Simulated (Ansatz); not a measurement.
**C₃H₁₂ClNSi₂: one species, many functionals**

One table from this session's results is given with a row withheld; the runs are named, their logs left out.

Computed with Ansatz 0.2.0, Gaussian basis. Level: functionals in def2-TZVPP.

Levels to be run: LDA (SPW92), PBE-D4, revPBE-D4, BLYP-D4, r2SCAN-D4, B97M-V, PBE0-D4, B3LYP-D4, r2SCANh-D4, r2SCAN0-D4, HSE06-D4, BHLYP-D4.

### The relaxed structure

The geometry comes from an earlier relaxation with PBE0-D4 in a triple-zeta def2 set; it is a stationary point, not always the lowest conformer.

19 atoms, charge 0, spin multiplicity 1.

Atoms are counted from 1 here; the program's logs count them from 0.

Bond lengths: C1–C2 1.519 Å, C1–H8 1.091 Å, C1–H9 1.095 Å, C1–H10 1.092 Å, C2–C3 1.521 Å, C2–N4 1.480 Å, C2–H11 1.098 Å, C3–H12 1.093 Å, C3–H13 1.093 Å, C3–H14 1.091 Å, N4–Si5 1.738 Å, N4–Si6 1.708 Å, Si5–H15 1.488 Å, Si5–H16 1.483 Å, Si5–H17 1.487 Å, Si6–Cl7 2.070 Å, Si6–H18 1.478 Å, Si6–H19 1.481 Å. Angles: C2–C1–H8 111.2°, C2–C1–H9 111.2°, C2–C1–H10 110.3°, H8–C1–H9 108.2°, H8–C1–H10 108.6°, H9–C1–H10 107.3°, C1–C2–C3 111.7°, C1–C2–N4 111.2°, C1–C2–H11 107.4°, C3–C2–N4 111.7°, C3–C2–H11 107.8°, N4–C2–H11 106.7°, C2–C3–H12 110.8°, C2–C3–H13 110.4°, C2–C3–H14 110.9°, H12–C3–H13 108.0°, H12–C3–H14 108.2°, H13–C3–H14 108.5° and more.

Set-up of the first run:

The input, in.yaml:

```yaml
crystal:
  periodic: [false, false, false]
  atoms:
    - {symbol: C, position_ang: [1.533627, 1.014148, 0.656857]}
    - {symbol: C, position_ang: [0.794204, 0.138479, -0.339329]}
    - {symbol: C, position_ang: [1.315574, -1.290389, -0.327706]}
    - {symbol: N, position_ang: [-0.667345, 0.188748, -0.113303]}
    - {symbol: Si, position_ang: [-1.325624, -0.023770, 1.480629]}
    - {symbol: Si, position_ang: [-1.664732, 0.338560, -1.491323]}
    - {symbol: Cl, position_ang: [-1.833208, -1.418713, -2.572330]}
    - {symbol: H, position_ang: [1.161379, 2.039929, 0.633054]}
    - {symbol: H, position_ang: [1.421220, 0.633392, 1.677507]}
    - {symbol: H, position_ang: [2.602044, 1.026134, 0.431323]}
    - {symbol: H, position_ang: [0.973916, 0.553884, -1.339688]}
    - {symbol: H, position_ang: [1.175693, -1.747214, 0.655277]}
    - {symbol: H, position_ang: [2.383564, -1.308332, -0.558598]}
    - {symbol: H, position_ang: [0.792096, -1.901451, -1.064379]}
    - {symbol: H, position_ang: [-1.142382, 1.179890, 2.335656]}
    - {symbol: H, position_ang: [-2.776833, -0.283004, 1.318985]}
    - {symbol: H, position_ang: [-0.689821, -1.170951, 2.181920]}
    - {symbol: H, position_ang: [-3.031896, 0.714733, -1.075478]}
    - {symbol: H, position_ang: [-1.063476, 1.311629, -2.432572]}
basis:
  gaussian: {orbitals: def2-TZVPP}
hamiltonian: {xc: lda}
output: {orbitals: {seedname: orbitals}}
```

Steps of the session up to this table: LDA; PBE-D4 (GGA); revPBE-D4 (GGA); BLYP-D4 (GGA); r2SCAN-D4 (meta-GGA); B97M-V (meta-GGA); PBE0-D4 (hybrid); B3LYP-D4 (hybrid); r2SCANh-D4 (hybrid); r2SCAN0-D4 (hybrid); HSE06-D4 (hybrid); BHLYP-D4 (hybrid).

One table of the session follows, with a row left open; its other results are not shown here.

It belongs to the step «Frontier levels by functional». 

| functional | HOMO (eV) | gap (eV) |
| --- | --- | --- |
| LDA (SPW92) | -6.26 | 5.40 |
| PBE-D4 | -6.13 | 5.56 |
| revPBE-D4 | -6.08 | 5.63 |
| BLYP-D4 | -5.99 | 5.61 |
| r2SCAN-D4 | -6.40 | 6.20 |
| B97M-V | -6.58 | 6.15 |
| PBE0-D4 | -7.42 | 7.71 |
| B3LYP-D4 | ? | ? |
| r2SCANh-D4 | -6.88 | 6.97 |
| r2SCAN0-D4 | -7.61 | 8.13 |
| HSE06-D4 | -7.02 | 6.94 |
| BHLYP-D4 | -8.63 | 9.84 |

**Question.** Estimate the row for B3LYP-D4.

Worked estimate for «HOMO (eV)». Against the share of exact exchange, BLYP-D4 (0, -5.99), BHLYP-D4 (0.5, -8.63) give a slope of -5.28 per unit share; at 0.2 the line stands at -7.05.

**Answer.** HOMO (eV): -7.19; gap (eV): 7.31. In «HOMO (eV)» the line misses by +0.14.
